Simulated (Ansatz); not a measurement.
# TaH+ (sextet): wave-function methods side by side, def2-TZVPP

The task here is to estimate one member of a computed series from the others.

Method: def2-TZVPP, core rule «outside noble gas», up to 4 orbitals frozen; program: Ansatz 0.2.0, Gaussian basis.

Plan: UHF; ROHF; CCSD(T) on UHF.

### What is computed

The geometry is a PBE0/def2-TZVP stationary point (not a proven minimum) of the parent state, kept for this charge and spin. No spin-orbit coupling is included. Elements past krypton take def2 core potentials.

2 atoms, charge 1, spin multiplicity 6.

Atoms are counted from 1 here; the program's logs count them from 0.

Bond lengths: Ta1–H2 1.734 Å.

Coordinates:

```xyz
2
charge 1, multiplicity 6
Ta    0.0000    0.0000    0.0000
H     0.0000    0.0000    1.7340
```

Set-up of the first run:

in.yaml reads:

```yaml
crystal:
  periodic: [false, false, false]
  atoms:
    - {symbol: Ta, position_ang: [0.000000, 0.000000, 0.000000]}
    - {symbol: H, position_ang: [0.000000, 0.000000, 1.734000]}
basis:
  gaussian: {orbitals: def2-TZVPP}
total_charge: 1
magnetization: {spin_polarized: true, initial_magnetization: 5}
hamiltonian: {xc: hf}
output: {orbitals: {seedname: orbitals}}
```

On the command line:

```sh
$ ansatz run in.yaml --threads 1 --pin off --events-out ev --progress --plain --max-ram 4096MiB --backend cpu
```

Steps of the session up to this table: UHF; ROHF; CCSD(T) on UHF.

One of the session's tables, all rows but one given; the rest of the session is left out.

```
  method  from UCCSD(T) (meV)
    ROHF                    ?
     UHF              +1250.3
    UMP2               +247.2
   UCCSD                +21.4
UCCSD(T)                    0
```

**Question.** Estimate the row for ROHF.

**Answer.** from UCCSD(T) (meV): +1401.6. In the column «from UCCSD(T) (meV)» it is the highest.
